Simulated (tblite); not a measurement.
# C6H12B2N2: the cost of one run

The runs use tblite 0.8.0 and PySCF 2.14.0, with density-fitted response routines of our own; the level of theory stands in each step. All values are computed, except where a source is named. Atoms count from 0, in the outputs and in this text.

**1. Starting geometry**

22 atoms, charge 0, multiplicity 1; geometry from: force field or distance geometry start.

Bonds of the start (Å): C0–C1 1.20, C1–C2 1.46, C2–B3 1.61, B3–N4 1.54, N4–C5 1.46, C5–C6 1.52, C6–B7 1.61, B7–N8 1.50, N8–C9 1.44, B7–C2 1.57, C0–H10 1.08, C2–H11 1.11, B3–H12 1.19, N4–H13 1.02, C5–H14 1.13, C5–H15 1.10, C6–H16 1.10, C6–H17 1.11, N8–H18 1.05, C9–H19 1.13, C9–H20 1.10, C9–H21 1.11.

**2. Geometry optimisation with GFN2-xTB**

Job settings and geometry (Å):

```
{"job": {"kind": "relax", "xc": "GFN2-xTB", "basis": "xTB"}, "charge": 0, "multiplicity": 1}
C     -1.801300     3.005600     0.496700
C     -1.452400     1.853900     0.523800
C     -1.018900     0.465100     0.588500
B     -2.122000    -0.510000    -0.065100
N     -1.689300    -1.981800    -0.181300
C     -0.286700    -2.167100     0.192900
C      0.529500    -1.277400    -0.730100
B      0.283400     0.238200    -0.261800
N      1.315700     1.278400    -0.587100
C      2.656300     0.914800    -0.224200
H     -2.147600     4.028700     0.452600
H     -0.913600     0.111100     1.630700
H     -2.790000    -0.096700    -0.952900
H     -2.332500    -2.514400     0.412300
H     -0.177100    -1.825900     1.267200
H      0.005600    -3.217300     0.085500
H      0.126500    -1.370600    -1.750600
H      1.608100    -1.517800    -0.676300
H      1.116000     2.219300    -0.169300
H      3.275000     0.737700    -1.151100
H      2.651500    -0.050800     0.306800
H      3.153300     1.696400     0.391200
```

On the command line:

```sh
OMP_NUM_THREADS=1 python probes_run.py task.json out
```

This one command runs all jobs of the session in turn.

Q: Estimate the wall time and peak memory of this first job on 1 thread of Arm Neoverse V1, shared host.

About 1.2 s, with a peak of 0.18 GiB.
